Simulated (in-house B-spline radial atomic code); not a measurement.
# Tc¹⁴⁺: starting-point dependence of G0W0 and RPA

Aim: see how far the highest quasi-particle level and the RPA correlation energy of Tc¹⁴⁺ depend on the orbitals that they are built on.

Method: RPA, second order, AC-SOSEX and G0W0 (contour deformation) on a scalar-relativistic mean field, all electrons; no spin-orbit coupling, Breit or QED terms, no two-electron picture change. Code: an in-house B-spline radial atomic code, version 1.

## 1. What is computed

| Item | Value |
| --- | --- |
| element | technetium (Z = 43) |
| charge | +14 |
| electrons | 29 |
| configuration | [Ar] 3d10 4s1 |
| next ion, run as well | [Ar] 3d10 |
| Hamiltonian | scalar-relativistic (spin-free one-electron X2C), finite nucleus |
| starts | Hartree-Fock, PBE, LC-ωPBE, CAM-B3LYP, HSE06 |

Outer shells as boxes (Hund's rule):

Tc14+
```
[Ar] core
3d [↑↓][↑↓][↑↓][↑↓][↑↓]
4s [↑ ]
```

## 2. Hartree-Fock start

Settings, as recorded:

```ini
Z = 43
electrons = 29.0
configuration = [Ar] 3d10 4s1
hamiltonian = x2c
method = hf
lmax = 9
rms_radius = 4.411169945885085
spin_polarised = True
box_radius = 5.25
intervals = 64
```

The run is started by

```console
python run_gw.py task.json out
```

task.json lists these runs, among others, and the program works through them in turn.

From the run's result record (rounded, not every field):

```text
{
  "status": "converged",
  "energies [hartree]": {
    "mean_field": -4215.384309,
    "exx_total": -4215.384309,
    "exchange": -118.36481,
    "rpa": -2.1367907,
    "rpa_summed": -2.1074549,
    "direct_second_order": -2.299204,
    "second_order_exchange": 0.67985153,
    "sosex": 0.65191029
  },
  "rpa_by_multipole [hartree]": [-0.495531, -0.789502, -0.349626, -0.225531, -0.115616, -0.0672613, -0.0335609, -0.018687, -0.00823302, -0.0031018, -0.000696423, -0.000108621],
  "polarisability [bohr^3: independent particles, RPA]": [0.355542, 0.276871],
  "gap [hartree]": 1.983544,
  "levels [hartree]": [
    {"name": "4s up", "occ": 1, "e": -12.40615, "sx": -1.392179, "vxc": -1.392179, "sc": -0.07637497, "z": 0.9904623, "qp": -12.48312, "tail": -0.0005965223},
    {"name": "3d down", "occ": 1, "e": -21.23959, "sx": -4.269277, "vxc": -4.269277, "sc": 0.0776234, "z": 0.9868881, "qp": -21.16472, "tail": -0.002753604},
    {"name": "3d up", "occ": 1, "e": -21.26019, "sx": -4.287558, "vxc": -4.287558, "sc": 0.07921915, "z": 0.9863869, "qp": -21.18372, "tail": -0.002750683},
    {"name": "3p down", "occ": 1, "e": -27.82167, "sx": -4.843685, "vxc": -4.843685, "sc": 0.2197254, "z": 0.9215865, "qp": -27.60421, "tail": -0.002260937},
    {"name": "4s down", "occ": 0, "e": -11.44187, "sx": -0.4099075, "vxc": -0.4099075, "sc": -0.09484405, "z": 0.98768, "qp": -11.53729, "tail": -0.0005790316}
  ],
  "ion_energies [hartree]": {
    "mean_field": -4202.983343,
    "exx_total": -4202.983343,
    "exchange": -117.589079,
    "rpa": -2.0696052,
    "rpa_summed": -2.040745,
    "direct_second_order": -2.2202616,
    "second_order_exchange": 0.65064812,
    "sosex": 0.62583857
  }
}
```

Run time: 7.4 s. Hardware: 1 thread, shared host.

In the record, exx_total is the Hartree-Fock functional on the start's orbitals, rpa_summed the RPA energy up to lmax and rpa the same with the tail beyond it, gap the smallest same-spin excitation energy of the start. For a level, e is the start's value, sx and sc the exchange and correlation self-energies, vxc the start's own term, z the quasi-particle weight, and qp = e + sx − vxc + sc + tail. Deeper levels of weight under 0.85 meet poles of the self-energy and are not shown.

Highest level 4s↑: -337.59 eV in the start, -339.68 eV after G0W0, weight 0.99.

The largest part of the RPA energy comes from multipole 1 (37 % of the sum).

## 3. PBE start

Changes to the settings of step 2:

```diff
@@ -4,3 +4,3 @@
 hamiltonian = x2c
-method = hf
+method = pbe,pbe
 lmax = 9
```

Results of the run:

```text
{
  "status": "converged",
  "energies [hartree]": {
    "mean_field": -4216.521951,
    "exx_total": -4215.366307,
    "exchange": -118.2838572,
    "rpa": -2.2609157,
    "rpa_summed": -2.231275,
    "direct_second_order": -2.4575438,
    "second_order_exchange": 0.72796967,
    "sosex": 0.69233799
  },
  "rpa_by_multipole [hartree]": [-0.53462, -0.839145, -0.367263, -0.235547, -0.119864, -0.0693272, -0.0342613, -0.0189683, -0.00833335, -0.00313536, -0.000702186, -0.000109329],
  "polarisability [bohr^3: independent particles, RPA]": [0.528217, 0.372447],
  "gap [hartree]": 1.248585,
  "levels [hartree]": [
    {"name": "4s up", "occ": 1, "e": -12.11107, "sx": -1.430275, "vxc": -1.129301, "sc": -0.08888766, "z": 0.9846727, "qp": -12.50156, "tail": -0.000622525},
    {"name": "3d down", "occ": 1, "e": -20.12885, "sx": -4.268211, "vxc": -3.142822, "sc": 0.1092328, "z": 0.9809252, "qp": -21.14777, "tail": -0.002759716},
    {"name": "3d up", "occ": 1, "e": -20.14942, "sx": -4.284993, "vxc": -3.159869, "sc": 0.1101624, "z": 0.980102, "qp": -21.16714, "tail": -0.002755422},
    {"name": "3p down", "occ": 1, "e": -26.20521, "sx": -4.829846, "vxc": -3.203502, "sc": 0.2693776, "z": 0.959691, "qp": -27.56455, "tail": -0.002373488},
    {"name": "4s down", "occ": 0, "e": -11.99288, "sx": -0.4571056, "vxc": -1.016721, "sc": -0.1211047, "z": 0.9752244, "qp": -11.55499, "tail": -0.0006230304}
  ],
  "ion_energies [hartree]": {
    "mean_field": -4203.989317,
    "exx_total": -4202.967149,
    "exchange": -117.5052191,
    "rpa": -2.1797455,
    "rpa_summed": -2.1506002,
    "direct_second_order": -2.3582584,
    "second_order_exchange": 0.6860629,
    "sosex": 0.65676433
  }
}
```

It took 7.6 s on 1 thread, shared host.

Highest level 4s↑: -329.56 eV in the start, -340.18 eV after G0W0, weight 0.98.

## 4. LC-ωPBE start

Changes to the settings of step 3:

```diff
@@ -4,3 +4,3 @@
 hamiltonian = x2c
-method = pbe,pbe
+method = lc_wpbe
 lmax = 9
```

Results of the run:

```text
{
  "status": "converged",
  "energies [hartree]": {
    "mean_field": -4216.509532,
    "exx_total": -4215.367062,
    "exchange": -118.2780829,
    "rpa": -2.2376148,
    "rpa_summed": -2.2080171,
    "direct_second_order": -2.4259517,
    "second_order_exchange": 0.7147547,
    "sosex": 0.68199025
  },
  "rpa_by_multipole [hartree]": [-0.52851, -0.827523, -0.364362, -0.234012, -0.119243, -0.0690114, -0.0341638, -0.0189299, -0.00832013, -0.00313091, -0.000701274, -0.00010919],
  "polarisability [bohr^3: independent particles, RPA]": [0.412864, 0.308931],
  "gap [hartree]": 1.649585,
  "levels [hartree]": [
    {"name": "4s up", "occ": 1, "e": -12.32241, "sx": -1.43126, "vxc": -1.340888, "sc": -0.08336983, "z": 0.9879207, "qp": -12.49678, "tail": -0.0006239405},
    {"name": "3d down", "occ": 1, "e": -20.34566, "sx": -4.266799, "vxc": -3.354803, "sc": 0.1013228, "z": 0.9827972, "qp": -21.15909, "tail": -0.002761899},
    {"name": "3d up", "occ": 1, "e": -20.36596, "sx": -4.283513, "vxc": -3.371562, "sc": 0.1010758, "z": 0.9769406, "qp": -21.17957, "tail": -0.002743351},
    {"name": "3p down", "occ": 1, "e": -26.43105, "sx": -4.82952, "vxc": -3.425718, "sc": 0.2482667, "z": 0.961904, "qp": -27.58896, "tail": -0.002376437},
    {"name": "4s down", "occ": 0, "e": -11.79342, "sx": -0.4540304, "vxc": -0.8114965, "sc": -0.1099923, "z": 0.9825371, "qp": -11.54657, "tail": -0.0006232486}
  ],
  "ion_energies [hartree]": {
    "mean_field": -4203.977423,
    "exx_total": -4202.968223,
    "exchange": -117.4991405,
    "rpa": -2.1628584,
    "rpa_summed": -2.133754,
    "direct_second_order": -2.3362826,
    "second_order_exchange": 0.68056448,
    "sosex": 0.65208198
  }
}
```

Wall time 8.3 s (1 thread, shared host).

G0W0 moves 4s↑ down by 4.74 eV, to -340.05 eV.

## 5. CAM-B3LYP start

Changes to the settings of step 4:

```diff
@@ -4,3 +4,3 @@
 hamiltonian = x2c
-method = lc_wpbe
+method = camb3lyp
 lmax = 9
```

Results of the run:

```text
{
  "status": "converged",
  "energies [hartree]": {
    "mean_field": -4217.141301,
    "exx_total": -4215.370381,
    "exchange": -118.30135,
    "rpa": -2.2276439,
    "rpa_summed": -2.1980912,
    "direct_second_order": -2.4139569,
    "second_order_exchange": 0.71271217,
    "sosex": 0.67997972
  },
  "rpa_by_multipole [hartree]": [-0.525277, -0.824486, -0.362658, -0.232935, -0.11876, -0.0687696, -0.0340729, -0.0188911, -0.00830577, -0.00312597, -0.000700395, -0.000109066],
  "polarisability [bohr^3: independent particles, RPA]": [0.437634, 0.323754],
  "gap [hartree]": 1.546812,
  "levels [hartree]": [
    {"name": "4s up", "occ": 1, "e": -12.2704, "sx": -1.423779, "vxc": -1.283149, "sc": -0.08430349, "z": 0.9872763, "qp": -12.49595, "tail": -0.0006186873},
    {"name": "3d down", "occ": 1, "e": -20.43611, "sx": -4.267961, "vxc": -3.453012, "sc": 0.09915242, "z": 0.9831127, "qp": -21.15466, "tail": -0.002758939},
    {"name": "3d up", "occ": 1, "e": -20.45488, "sx": -4.286045, "vxc": -3.469063, "sc": 0.09935751, "z": 0.9732649, "qp": -21.17524, "tail": -0.00272963},
    {"name": "3p down", "occ": 1, "e": -26.60431, "sx": -4.831229, "vxc": -3.606425, "sc": 0.2426557, "z": 0.9628029, "qp": -27.58883, "tail": -0.002375172},
    {"name": "4s down", "occ": 0, "e": -11.8559, "sx": -0.4439841, "vxc": -0.8607367, "sc": -0.1110666, "z": 0.9810431, "qp": -11.55082, "tail": -0.0006112609}
  ],
  "ion_energies [hartree]": {
    "mean_field": -4204.606788,
    "exx_total": -4202.970541,
    "exchange": -117.5228803,
    "rpa": -2.1521829,
    "rpa_summed": -2.1231215,
    "direct_second_order": -2.3232534,
    "second_order_exchange": 0.67705257,
    "sosex": 0.64895766
  }
}
```

Wall time 8.6 s (1 thread, shared host).

The 4s↑ level moves from -333.89 to -340.03 eV (weight 0.99).

## 6. HSE06 start

Changes to the settings of step 5:

```diff
@@ -4,3 +4,3 @@
 hamiltonian = x2c
-method = camb3lyp
+method = hse06
 lmax = 9
```

Results of the run:

```text
{
  "status": "converged",
  "energies [hartree]": {
    "mean_field": -4216.586809,
    "exx_total": -4215.374921,
    "exchange": -118.3042631,
    "rpa": -2.2289108,
    "rpa_summed": -2.1993392,
    "direct_second_order": -2.4161041,
    "second_order_exchange": 0.71513161,
    "sosex": 0.68175157
  },
  "rpa_by_multipole [hartree]": [-0.524231, -0.826361, -0.362807, -0.233053, -0.118815, -0.0688262, -0.0340946, -0.0189026, -0.00831019, -0.00312774, -0.000700899, -0.000109185],
  "polarisability [bohr^3: independent particles, RPA]": [0.476063, 0.345396],
  "gap [hartree]": 1.406493,
  "levels [hartree]": [
    {"name": "4s up", "occ": 1, "e": -12.18676, "sx": -1.421712, "vxc": -1.197871, "sc": -0.0860195, "z": 0.9862588, "qp": -12.49724, "tail": -0.0006176702},
    {"name": "3d down", "occ": 1, "e": -20.40287, "sx": -4.26779, "vxc": -3.419308, "sc": 0.1001863, "z": 0.9827902, "qp": -21.15393, "tail": -0.00276069},
    {"name": "3d up", "occ": 1, "e": -20.42312, "sx": -4.284859, "vxc": -3.436275, "sc": 0.1005238, "z": 0.9801975, "qp": -21.17393, "tail": -0.002751482},
    {"name": "3p down", "occ": 1, "e": -26.60927, "sx": -4.833609, "vxc": -3.612881, "sc": 0.2464181, "z": 0.9644612, "qp": -27.58597, "tail": -0.002382144},
    {"name": "4s down", "occ": 0, "e": -11.87699, "sx": -0.445635, "vxc": -0.8859163, "sc": -0.1140458, "z": 0.9792813, "qp": -11.55137, "tail": -0.0006138803}
  ],
  "ion_energies [hartree]": {
    "mean_field": -4204.07773,
    "exx_total": -4202.975257,
    "exchange": -117.5268045,
    "rpa": -2.1513901,
    "rpa_summed": -2.1223085,
    "direct_second_order": -2.322345,
    "second_order_exchange": 0.67692233,
    "sosex": 0.64883896
  }
}
```

It took 8.4 s on 1 thread, shared host.

The 4s↑ level moves from -331.62 to -340.07 eV (weight 0.99).

## 7. The members side by side

| start | level | mean field (eV) | G0W0 (eV) | weight | RPA (hartree) | RPA+SOSEX (hartree) | α, direct RPA (bohr³) | time | miss (eV) |
| --- | --- | --- | --- | --- | --- | --- | --- | --- | --- |
| Hartree-Fock | 4s↑ | -337.59 | -339.68 | 0.990 | -2.13679 | -1.48488 | 0.2769 | 7.4 s | +1.13 |
| PBE | 4s↑ | -329.56 | -340.18 | 0.985 | -2.26092 | -1.56858 | 0.3724 | 7.6 s | +1.63 |
| LC-ωPBE | 4s↑ | -335.31 | -340.05 | 0.988 | -2.23761 | -1.55562 | 0.3089 | 8.3 s | +1.50 |
| CAM-B3LYP | 4s↑ | -333.89 | -340.03 | 0.987 | -2.22764 | -1.54766 | 0.3238 | 8.6 s | +1.48 |
| HSE06 | 4s↑ | -331.62 | -340.07 | 0.986 | -2.22891 | -1.54716 | 0.3454 | 8.4 s | +1.52 |

The miss is the G0W0 removal energy (the level with its sign changed) less the semi-empirical ionisation energy, 338.55 ± 0.2 eV. Times are single runs on a shared host.

Energy to remove one electron as a difference of total energies (eV), each species on its own start:

| start | mean field | HF functional | RPA | RPA+SOSEX | second order |
| --- | --- | --- | --- | --- | --- |
| Hartree-Fock | 337.4 | 337.4 | 339.3 | 338.6 | 338.8 |
| PBE | 341.0 | 337.4 | 339.6 | 338.6 | 339.0 |
| LC-ωPBE | 341.0 | 337.4 | 339.4 | 338.6 | 338.9 |
| CAM-B3LYP | 341.1 | 337.4 | 339.5 | 338.6 | 338.9 |
| HSE06 | 340.4 | 337.4 | 339.5 | 338.6 | 338.9 |

## 8. What came out

| quantity | value |
| --- | --- |
| highest level, mean field (range over the runs) | -337.59 to -329.56 eV |
| highest level, G0W0 (range over the runs) | -340.18 to -339.68 eV |
| RPA correlation energy | -2.261 to -2.137 hartree |
| RPA+SOSEX | -1.5686 to -1.4849 hartree |
| semi-empirical ionisation energy (4s shell) | 338.55 ± 0.2 eV (NIST Atomic Spectra Database, ionization energies) |
| G0W0 removal energy less that value | +1.13 to +1.63 eV |

What this shows: Across the starts the mean-field level varies by 8.03 eV and the G0W0 level by 0.50 eV (6.2 % as much). Without exact exchange the level is bound too weakly, and G0W0 lowers it by 11 eV. The RPA energy is largest in size on PBE and smallest on Hartree-Fock, 5.5 % apart. Against the semi-empirical ionisation energy, 338.55 ± 0.2 eV, G0W0 is nearest on Hartree-Fock (+1.1 eV) and farthest on PBE (+1.6 eV). The missing Breit and QED terms are far too small here to explain the miss, which is the method's own. Read as a removal energy, the bare PBE level is off by -8.99 eV (-2.7 %) and the nearest bare level, Hartree-Fock's, by -0.961 eV. As differences of total energies the mean miss over the starts is 2.1 eV for mean field, 0.91 eV for RPA, 0.063 eV for RPA+SOSEX.
